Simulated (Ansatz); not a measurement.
**Si₂H₆O₃: up Jacob's ladder to CCSD(T)**

An exercise on one series of results from a longer session: the logs are not shown, and one member is left open.

Program: Ansatz 0.2.0, Gaussian basis. Level of theory: functionals in def2-TZVPP, the program's frozen cores in correlated methods. These are calculated values, not measurements.

Levels to be run: PBE-D4, r2SCAN-D4, PBE0-D4, B3LYP-D4, ωB97X-V, ωB97M-V, B2PLYP; CCSD(T)/def2-TZVPP; MP2/def2-QZVPP; extrapolation to the limit.

## Structure used throughout

An earlier PBE0-D4 in a triple-zeta def2 set relaxation fixed the geometry.

SMILES `O[SiH2][SiH](O)O`, 11 atoms, charge 0, spin multiplicity 1.

Atoms are counted from 1 here; the program's logs count them from 0.

Bond lengths: O1–Si2 1.669 Å, O1–H6 0.958 Å, Si2–Si3 2.359 Å, Si2–H7 1.493 Å, Si2–H8 1.492 Å, Si3–O4 1.646 Å, Si3–O5 1.643 Å, Si3–H9 1.480 Å, O4–H10 0.962 Å, O5–H11 0.958 Å. Angles: Si2–O1–H6 118.7°, O1–Si2–Si3 99.8°, O1–Si2–H7 110.4°, O1–Si2–H8 110.7°, Si3–Si2–H7 114.4°, Si3–Si2–H8 114.9°, H7–Si2–H8 106.6°, Si2–Si3–O4 102.5°, Si2–Si3–O5 113.5°, Si2–Si3–H9 115.3°, O4–Si3–O5 112.8°, O4–Si3–H9 109.8°, O5–Si3–H9 103.2°, Si3–O4–H10 114.4°, Si3–O5–H11 118.0°.

Coordinates:

```xyz
11
H6O3Si2
O    -1.5200   -0.1603   -1.2079
Si   -1.2011   -0.1424    0.4301
Si    1.0726    0.4864    0.3899
O     1.3190    0.8295   -1.2004
O     2.0836   -0.6790    0.9554
H    -2.4084   -0.3671   -1.5012
H    -1.4597   -1.4878    1.0245
H    -2.1047    0.8152    1.1325
H     1.4181    1.6644    1.2163
H     0.5770    0.6113   -1.7734
H     2.0489   -1.5431    0.5424
```

Set-up of the first run:

Contents of in.yaml:

```yaml
crystal:
  periodic: [false, false, false]
  atoms:
    - {symbol: O, position_ang: [-1.520010, -0.160349, -1.207925]}
    - {symbol: Si, position_ang: [-1.201128, -0.142421, 0.430073]}
    - {symbol: Si, position_ang: [1.072593, 0.486382, 0.389939]}
    - {symbol: O, position_ang: [1.319000, 0.829485, -1.200438]}
    - {symbol: O, position_ang: [2.083618, -0.679019, 0.955366]}
    - {symbol: H, position_ang: [-2.408444, -0.367134, -1.501205]}
    - {symbol: H, position_ang: [-1.459668, -1.487751, 1.024491]}
    - {symbol: H, position_ang: [-2.104711, 0.815158, 1.132487]}
    - {symbol: H, position_ang: [1.418121, 1.664353, 1.216255]}
    - {symbol: H, position_ang: [0.577018, 0.611320, -1.773357]}
    - {symbol: H, position_ang: [2.048911, -1.543124, 0.542416]}
basis:
  gaussian: {orbitals: def2-TZVPP}
hamiltonian: {xc: pbe, dispersion: d4}
output: {forces: true, orbitals: {seedname: orbitals}}
```

Run with:

```console
> ansatz run in.yaml --threads 4 --pin off --events-out ev --progress --plain --max-ram 10444MiB
```

Steps of the session up to this table: PBE-D4 (GGA); r2SCAN-D4 (meta-GGA); PBE0-D4 (hybrid); B3LYP-D4 (hybrid); ωB97X-V (range-separated); ωB97M-V (range-separated); B2PLYP (double hybrid); CCSD(T) in def2-TZVPP; MP2 in def2-QZVPP.

One of the session's tables, all rows but one given; the rest of the session is left out.

| method | atomisation energy (kJ/mol) |
| --- | --- |
| PBE-D4 | 3990.5 |
| r2SCAN-D4 | 3971.3 |
| PBE0-D4 | 3909.7 |
| B3LYP-D4 | 3951.0 |
| ωB97X-V | 3988.1 |
| ωB97M-V | ? |
| B2PLYP | 3919.4 |
| HF/def2-TZVPP | 2822.2 |
| MP2/def2-TZVPP | 3949.4 |
| CCSD/def2-TZVPP | 3813.2 |
| CCSD(T)/def2-TZVPP | 3869.6 |
| MP2/CBS | 4080.0 |
| CCSD(T)/CBS | 4000.1 |

Estimate the missing values for ωB97M-V.

As computed: atomisation energy (kJ/mol): 3979.9. In the column «atomisation energy (kJ/mol)» it lies between r2SCAN-D4 (3971.3) and ωB97X-V (3988.1).

Limits of these values: Free atoms (3 O, 2 Si, 6 H) were run apart at each level; the atomisation energy is their sum less the molecule, without zero-point or spin-orbit terms.
